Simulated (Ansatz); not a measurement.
# DyZn: how the settings move a single-point run

Aim: see which settings change the result for DyZn, by how much, and at what cost.

Method: reference: DFT, PBEsol, PAW with Ansatz's default frozen-core files, scalar-relativistic, in Ansatz 0.2.0.

### 1 The starting structure

Symmetry: P4/mmm, No. 123, tetragonal system. The conventional cell has a = 3.568 Å, b = 3.568 Å, c = 3.545 Å, α = 90.00°, β = 90.00°, γ = 90.00°. Dy (site symmetry 4/mmm) is surrounded by 8 Zn at 3.08 Å and 6 Dy at 3.54 to 3.57 Å. Zn (site symmetry 4/mmm) is surrounded by 8 Dy at 3.08 Å and 6 Zn at 3.54 to 3.57 Å.

As a file:

```cif
data_structure
_symmetry_space_group_name_H-M 'P4/mmm'
_symmetry_Int_Tables_number 123
_cell_length_a 3.5680
_cell_length_b 3.5680
_cell_length_c 3.5450
_cell_angle_alpha 90.000
_cell_angle_beta 90.000
_cell_angle_gamma 90.000
_cell_volume 45.13
loop_
_atom_site_label
_atom_site_type_symbol
_atom_site_symmetry_multiplicity
_atom_site_Wyckoff_symbol
_atom_site_fract_x
_atom_site_fract_y
_atom_site_fract_z
_atom_site_occupancy
Dy1 Dy 1 a 0.00000 0.00000 0.00000 1
Zn1 Zn 1 d 0.50000 0.50000 0.50000 1
```

### 2 The reference run

The input, input.yaml:

```yaml
crystal:
  lattice:
    - [3.568, 3.568, 0.0]
    - [0.0, 0.0, 3.545]
    - [3.568, -3.568, 0.0]
  atoms:
    - { symbol: Dy, position: [0.0, 0.0, 0.0] }
    - { symbol: Dy, position: [0.5, 0.0, 0.5] }
    - { symbol: Zn, position: [0.5, 0.5, 0.0] }
    - { symbol: Zn, position: [0.0, 0.5, 0.5] }
kpoints:
  mp_grid: { grid: [6, 9, 6] }
scf:
  occupations: { method: fermi_dirac, width: 0.05 }
hamiltonian:
  xc: pbesol
  pseudopotentials: { kind: paw }
output:
  forces: true
  stress: true
  eigenvalues: true
```

On the command line:

```
> ansatz run input.yaml --threads 2 --pin off --max-ram 6144MiB --backend cpu --events-out ev --progress --plain --runs-dir out
```

### 3 The same system, input altered

Changes to input.yaml since step 2:

```diff
@@ -11,5 +11,6 @@
 kpoints:
-  mp_grid: { grid: [6, 9, 6] }
+  mp_grid: { grid: [8, 11, 8] }
 scf:
   occupations: { method: fermi_dirac, width: 0.05 }
+  convergence: { dr2_threshold: 0.0001 }
 hamiltonian:
@@ -21 +22,3 @@
   eigenvalues: true
+basis:
+  ecutrho_ratio: 6
```

(Steps that only read results are left out.)

Q: Predict the outcome of this session. Wanted: for each run, ending; energy change; pressure; gap; force.

As calculated:

```tsv
run	ending	energy change	pressure (GPa)	gap (eV)	force (eV/Å)	cycles	time
reference	converged	0	-2.2	0.00	0.00	11	9.3 s
1: mp_grid.grid [8, 11, 8], dr2_threshold 0.0001, ecutrho_ratio 6	converged	0.0 meV/atom	-2.2	0.00	0.00	8	14 s
```

Residual by cycle in the longest SCF loop of each run; runs are numbered as in the table. The quantity is the density residual dr2, in eV.

```tsv
cycle	reference	run 1
1	0.0291	0.0248
2	0.00161	0.00142
3	0.119	0.11
4	0.165	0.174
5	0.03	0.0231
6	0.00105	8.8e-4
7	3.4e-5	3.5e-5
8	1.1e-5	1.4e-5
9	5.7e-6	-
10	1.3e-6	-
11	1.8e-8	-
```

**Reading.** Changing the k-point mesh, convergence setting and numerical grids hardly moves the energy: 0.0 meV/atom. Cost: 8 SCF cycles against 11, 14 s against 9.3 s. The reference has no spin polarisation; with Dy present, a magnetic state may lie lower.
